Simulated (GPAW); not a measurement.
# LiBe (Pm-3m) in GPAW: a series of runs

One crystal, LiBe, is run at these levels: RPBE, LDA; tasks: single point.

All numbers are computed with GPAW 26.7.0; they aren't measurements. Logs are shortened: lines on timing, memory, paths and dates and some standing lists are left out, and cuts for length are marked. The log counts tension as positive stress, the text compression.

### 1 The structure

It takes space group Pm-3m (No. 221, cubic). Conventional cell: a = 2.811 Å, b = 2.811 Å, c = 2.811 Å, α = 90.00°, β = 90.00°, γ = 90.00°. Around Be (site symmetry m-3m) lie 8 Li at 2.43 Å. Li (site symmetry m-3m) has 8 Be at 2.43 Å as nearest neighbours.

The cell comes from a database or a generator and needn't be the stable form of this composition.

### 2 Single point, RPBE

The input, run.py:

```python
from ase.dft.bandgap import bandgap
from ase.io import read, write
from ase.units import GPa
from gpaw import GPAW, PW

atoms = read('POSCAR')

calc = GPAW(mode=PW(800),
            xc='RPBE',
            kpts={'size': (9, 9, 9), 'gamma': True},
            occupations={'name': 'methfessel-paxton', 'order': 0, 'width': 0.02},
            nbands=8,
            convergence={'density': 1e-05, 'energy': 1e-05},
            maxiter=150,
            txt='gpaw.txt')
atoms.calc = calc
energy = atoms.get_potential_energy()
forces = atoms.get_forces()
stress = atoms.get_stress()
calc.write('gs.gpw')
write('result.traj', atoms)
print(f'Energy: {energy:.6f} eV')
print('Forces (eV/A):')
print(forces.round(4))
print('Stress (GPa):', (stress / GPa).round(3))
print('Fermi level:', round(calc.get_fermi_level(), 4), 'eV')
print(f'Gap: {bandgap(calc)[0]:.4f} eV, direct: {bandgap(calc, direct=True)[0]:.4f} eV')
```

The input, POSCAR:

```
LiBe
1.0
    2.8111530000      0.0000000000      0.0000000000
    0.0000000000      2.8111530000      0.0000000000
    0.0000000000      0.0000000000      2.8111530000
Be Li
1 1
Direct
    0.5000000000      0.5000000000      0.5000000000
    0.0000000000      0.0000000000      0.0000000000
```

Potentials or basis: the program's PAW data sets (release 1.2.1) made for this functional, pw.

On the command line:

```bash
OMP_NUM_THREADS=1 python run.py
```

gpaw.txt:

```text
__  _  _
 | _ |_)|_||  |
 |__||  | ||/\| - 26.7.0

Input parameters:
  mode=PW(ecut=800.0),
  convergence={'density': 1e-05, 'energy': 1e-05},
  kpts=MonkhorstPack(size=(9, 9, 9), gamma=True),
  maxiter=150,
  nbands=8,
  occupations=Occupations(name='methfessel-paxton', order=0, width=0.02),
  xc=XC(name='RPBE')

Diagonalizing LCAO Hamiltonian
Converting LCAO to pw mode
   .------.
  /|      |
 * |      |
 | .-Be---.
 |/      /
 Li-----*

Atoms  # Å, Bohr magnetons
|   | symbol |        x |        y |        z |    initial magnetic moments |
|---|--------|----------|----------|----------|-----------------------------|
| 0 |     Be | 1.405577 | 1.405577 | 1.405577 | ( 0.0000,  0.0000,  0.0000) |
| 1 |     Li | 0.000000 | 0.000000 | 0.000000 | ( 0.0000,  0.0000,  0.0000) |

Unit cell  # Å
| periodic |        x |        y |        z |  lengths |    angles |
|----------|----------|----------|----------|----------|-----------|
|      yes | 2.811153 | 0.000000 | 0.000000 | 2.811153 | 90.000000 |
|      yes | 0.000000 | 2.811153 | 0.000000 | 2.811153 | 90.000000 |
|      yes | 0.000000 | 0.000000 | 2.811153 | 2.811153 | 90.000000 |

Number of symmetries: 48
Symmetry operations  # r_c * U_cc + t_c -> r_c
|    | kind |            matrix            |
|----|------|------------------------------|
|  0 |  E   |  1, 0, 0,  0, 1, 0,  0, 0, 1 |
|  1 |  σ   |  1, 0, 0,  0, 1, 0,  0, 0,-1 |
|  2 |  σ   |  1, 0, 0,  0, 0, 1,  0, 1, 0 |
|  3 |  C4  |  1, 0, 0,  0, 0, 1,  0,-1, 0 |
|  4 |  C4  |  1, 0, 0,  0, 0,-1,  0, 1, 0 |
|  5 |  σ   |  1, 0, 0,  0, 0,-1,  0,-1, 0 |
|  6 |  σ   |  1, 0, 0,  0,-1, 0,  0, 0, 1 |
|  7 |  C2  |  1, 0, 0,  0,-1, 0,  0, 0,-1 |
|  8 |  σ   |  0, 1, 0,  1, 0, 0,  0, 0, 1 |
|  9 |  C2  |  0, 1, 0,  1, 0, 0,  0, 0,-1 |
| 10 |  C3  |  0, 1, 0,  0, 0, 1,  1, 0, 0 |
| 11 |  S6  |  0, 1, 0,  0, 0, 1, -1, 0, 0 |
| 12 |  S6  |  0, 1, 0,  0, 0,-1,  1, 0, 0 |
| 13 |  C3  |  0, 1, 0,  0, 0,-1, -1, 0, 0 |
| 14 |  C4  |  0, 1, 0, -1, 0, 0,  0, 0, 1 |
| 15 |  S4  |  0, 1, 0, -1, 0, 0,  0, 0,-1 |
| 16 |  C3  |  0, 0, 1,  1, 0, 0,  0, 1, 0 |
| 17 |  S6  |  0, 0, 1,  1, 0, 0,  0,-1, 0 |
| 18 |  σ   |  0, 0, 1,  0, 1, 0,  1, 0, 0 |
| 19 |  C4  |  0, 0, 1,  0, 1, 0, -1, 0, 0 |
| 20 |  C2  |  0, 0, 1,  0,-1, 0,  1, 0, 0 |
| 21 |  S4  |  0, 0, 1,  0,-1, 0, -1, 0, 0 |
| 22 |  S6  |  0, 0, 1, -1, 0, 0,  0, 1, 0 |
| 23 |  C3  |  0, 0, 1, -1, 0, 0,  0,-1, 0 |
| 24 |  S6  |  0, 0,-1,  1, 0, 0,  0, 1, 0 |
| 25 |  C3  |  0, 0,-1,  1, 0, 0,  0,-1, 0 |
| 26 |  C4  |  0, 0,-1,  0, 1, 0,  1, 0, 0 |
| 27 |  σ   |  0, 0,-1,  0, 1, 0, -1, 0, 0 |
| 28 |  S4  |  0, 0,-1,  0,-1, 0,  1, 0, 0 |
| 29 |  C2  |  0, 0,-1,  0,-1, 0, -1, 0, 0 |
| 30 |  C3  |  0, 0,-1, -1, 0, 0,  0, 1, 0 |
| 31 |  S6  |  0, 0,-1, -1, 0, 0,  0,-1, 0 |
| 32 |  C4  |  0,-1, 0,  1, 0, 0,  0, 0, 1 |
| 33 |  S4  |  0,-1, 0,  1, 0, 0,  0, 0,-1 |
| 34 |  S6  |  0,-1, 0,  0, 0, 1,  1, 0, 0 |
| 35 |  C3  |  0,-1, 0,  0, 0, 1, -1, 0, 0 |
| 36 |  C3  |  0,-1, 0,  0, 0,-1,  1, 0, 0 |
| 37 |  S6  |  0,-1, 0,  0, 0,-1, -1, 0, 0 |
| 38 |  σ   |  0,-1, 0, -1, 0, 0,  0, 0, 1 |
| 39 |  C2  |  0,-1, 0, -1, 0, 0,  0, 0,-1 |
| 40 |  σ   | -1, 0, 0,  0, 1, 0,  0, 0, 1 |
| 41 |  C2  | -1, 0, 0,  0, 1, 0,  0, 0,-1 |
| 42 |  C2  | -1, 0, 0,  0, 0, 1,  0, 1, 0 |
| 43 |  S4  | -1, 0, 0,  0, 0, 1,  0,-1, 0 |
| 44 |  S4  | -1, 0, 0,  0, 0,-1,  0, 1, 0 |
| 45 |  C2  | -1, 0, 0,  0, 0,-1,  0,-1, 0 |
| 46 |  C2  | -1, 0, 0,  0,-1, 0,  0, 0, 1 |
| 47 |  i   | -1, 0, 0,  0,-1, 0,  0, 0,-1 |

BZ-sampling:
  Number of BZ points: 729
  Number of IBZ points: 35

  Monkhorst-Pack size: [9, 9, 9]
  Monkhorst-Pack shift: [0, 0, 0]

K-points  # in reciprocal-cell coordinates
|     |                                coordinates |     weight |
|-----|--------------------------------------------|------------|
|   0 | (  0.00000000,   0.00000000,   0.00000000) | 0.00137174 |
|   1 | (  0.11111111,   0.00000000,   0.00000000) | 0.00823045 |
|   2 | (  0.11111111,   0.11111111,   0.00000000) | 0.01646091 |
|   3 | (  0.11111111,   0.11111111,   0.11111111) | 0.01097394 |
|   4 | (  0.22222222,   0.00000000,   0.00000000) | 0.00823045 |
|   5 | (  0.22222222,   0.11111111,   0.00000000) | 0.03292181 |
|   6 | (  0.22222222,   0.11111111,   0.11111111) | 0.03292181 |
|   7 | (  0.22222222,   0.22222222,   0.00000000) | 0.01646091 |
|   8 | (  0.22222222,   0.22222222,   0.11111111) | 0.03292181 |
|   9 | (  0.22222222,   0.22222222,   0.22222222) | 0.01097394 |
| ... |                                            |            |
|  34 | (  0.44444444,   0.44444444,   0.44444444) | 0.01097394 |

Plane wave coefficients: 1189
Cutoff: 800.0 eV

Spin-components: 1 (collinear spins)
Bands:           8
Projectors:      6
Spin-degeneracy: 2
Datatype:        complex128

Parallelization:
  kpt:    1
  domain: 1
  band:   1

Density:
  Valence electrons: 3.0
  Components: 1
  Grid points: [20 20 20]
  Charge: 0.0  # |e|

Potential:
  Grid points: [20 20 20]

species:
  Be:
    name:    Beryllium
    Z:       4.0
    valence: 2
    core:    2
    charge:  0.0  # [|e|]
    compensation charges:
      type: gauss
      rc: 0.25  # [Å]
      lmax: 2
    cutoffs:
      filter: 1.42  # [Å]
      core: 1.77  # [Å]
    projectors
    | kind |    occ | energy [eV] | rcut [Å] |
    |------|--------|-------------|----------|
    |   2s |  2.000 |      -5.629 |    0.794 |
    |   2p |  0.000 |      -2.014 |    0.794 |
    |    s |        |      21.582 |    0.794 |

    Using partial waves for Be as LCAO basis

  Li:
    name:    Lithium
    Z:       3.0
    valence: 1
    core:    2
    charge:  0.0  # [|e|]
    compensation charges:
      type: gauss
      rc: 0.33  # [Å]
      lmax: 2
    cutoffs:
      filter: 1.91  # [Å]
      core: 2.55  # [Å]
    projectors
    | kind |    occ | energy [eV] | rcut [Å] |
    |------|--------|-------------|----------|
    |   2s |  1.000 |      -2.901 |    1.058 |
    |   2p |  0.000 |      -1.114 |    1.058 |
    |    s |        |      24.311 |    1.058 |

    Using partial waves for Li as LCAO basis

Reference energy: -603.038437  # eV

eigensolver:
  PPCG
  Converge bands: occupied
  niter=2

density mixing:
  MSR1-Mixer
  Pratt-step length: 0.05
  Maximum mixing coefficient: 0.75
  Old densities: 10
  SVD Regularization: 0.005
  Good broyden scale: 1.0
  Trust region scale: 1.0
  Backstep threshold: 4.0
  History deletion threshold: 6.0
  Fourier metric: weight=20.0, sigma=0.015

occupation numbers:
  Methfessel-Paxton:
    width: 0.0200  # eV
    order: 0

poisson solver:
  ecut: 6400.0  # eV

xc functional:
  name: RPBE with 2 nearest neighbor stencil

convergence criteria:
- Maximum integral of absolute [dens]ity change: 1e-05 electrons / valence electron
- Maximum [total energy] change in last 3 cyles: 1e-05 eV / valence electron
- Maximum integral of absolute [eigenst]ate change: 4e-08 eV^2 / valence electron
maximum number of iterations: 150

SCF iterations
|iter     | |      energy | eigst |  dens |
|---------|-|-------------|-------|-------|
|iter:   1| |   -4.581268 | +0.10 |       |
|iter:   2| |   -4.536591 | -2.88 | -1.18 |
|iter:   3| |   -4.434108 | -2.33 | -1.21 |
|iter:   4| |   -4.434916 | -2.80 | -1.78 |
|iter:   5| |   -4.434893 | -6.01 | -2.27 |
|iter:   6| |   -4.434833 | -4.93 | -2.34 |
|iter:   7| |   -4.434833 | -8.04c| -3.52 |
|iter:   8| |   -4.434833c| -7.48c| -4.01 |
|iter:   9| |   -4.434833c| -8.76c| -4.66 |
|iter:  10| |   -4.434833c| -9.79c| -5.99c|

Converged in 10 steps
Energy contributions relative to reference atoms: (reference = -603.038437)

Energy contributions:
  Kinetic:           5.097266
  Coulomb:          -2.721336
  Zero:             -0.054289
  External:          0.000000
  Xc:               -6.756285
  Entropy:          -0.000378
  Spinorbit:         0.000000
  ----------------------------
  Free energy:      -4.435022
  Extrapolated:     -4.434833

dipole moment: (-1.599321, -1.599321, -1.599321)  # |e|*Ang

Fermi level: 2.995
Eigenvalues  # (at kpt = [0.000, 0.000, 0.000])
| band index |      eig [eV] | occ [0-2] |
|------------|---------------|-----------|
|          0 |        -3.636 |     2.000 |
|          1 |         9.171 |     0.000 |
|          2 |         9.171 |     0.000 |
|          3 |         9.171 |     0.000 |
|          4 |        21.746 |     0.000 |
|          5 |        23.100 |     0.000 |
|          6 |        23.100 |     0.000 |
|          7 |        23.100 |     0.000 |

No gap
No difference between direct/indirect transitions

Forces  # eV/Ang
|        x |       y |        z |
|----------|---------|----------|
|  0.00000 | 0.00000 |  0.00000 |  # Be   0
| -0.00000 | 0.00000 | -0.00000 |  # Li   1

Stress tensor  # eV/Ang^3
|         x |         y |         z |
|-----------|-----------|-----------|
| -0.019012 |  0.000000 |  0.000000 |
|  0.000000 | -0.019012 |  0.000000 |
|  0.000000 |  0.000000 | -0.019012 |

# Writing to gs.gpw (mode='')
```

stdout:

```text
Energy: -4.434833 eV
Forces (eV/A):
[[ 0.  0.  0.]
 [-0.  0. -0.]]
Stress (GPa): [-3.046 -3.046 -3.046  0.     0.     0.   ]
Fermi level: 2.9952 eV
Gap: 0.0000 eV, direct: 0.0000 eV
```

Wall time 6 s (1 thread of Arm Neoverse V1, shared host); peak memory 0.13 GiB.

Results:

| Property | Result |
| --- | --- |
| Free energy | -4.4350 eV |
| Pressure | 3.0 GPa |
| Band gap on the k mesh | none (metal or under the smearing width) |

### 3 Single point, LDA

Changes to run.py since step 2:

```diff
@@ -1,3 +1,4 @@
+from ase import Atoms
 from ase.dft.bandgap import bandgap
-from ase.io import read, write
+from ase.io import write
 from ase.units import GPa
@@ -5,6 +6,12 @@
 
-atoms = read('POSCAR')
+atoms = Atoms(['Be', 'Li'],
+              cell=[[2.811153, 0.0, 0.0],
+                    [0.0, 2.811153, 0.0],
+                    [0.0, 0.0, 2.811153]],
+              scaled_positions=[[0.5, 0.5, 0.5],
+                                [0.0, 0.0, 0.0]],
+              pbc=True)
 
 calc = GPAW(mode=PW(800),
-            xc='RPBE',
+            xc='LDA',
             kpts={'size': (9, 9, 9), 'gamma': True},
```

Potentials or basis: the program's PAW data sets (release 1.2.1) made for this functional, pw.

On the command line:

```bash
OMP_NUM_THREADS=1 python run.py
```

It took 4.9 s on 1 thread of Arm Neoverse V1, shared host; peak memory 0.13 GiB.

It converged, with:

| Quantity | Value |
| --- | --- |
| Free energy | -5.4730 eV |
| Pressure | -1.9 GPa |
| Band gap on the k mesh | none (metal or under the smearing width) |

Levels at points of the mesh, in eV from the Fermi level:
| k point | band 1 | band 2 | band 3 | band 4 |
| --- | --- | --- | --- | --- |
| (0.00, 0.00, 0.00) | -6.49 | 5.99 | 5.99 | 5.99 |
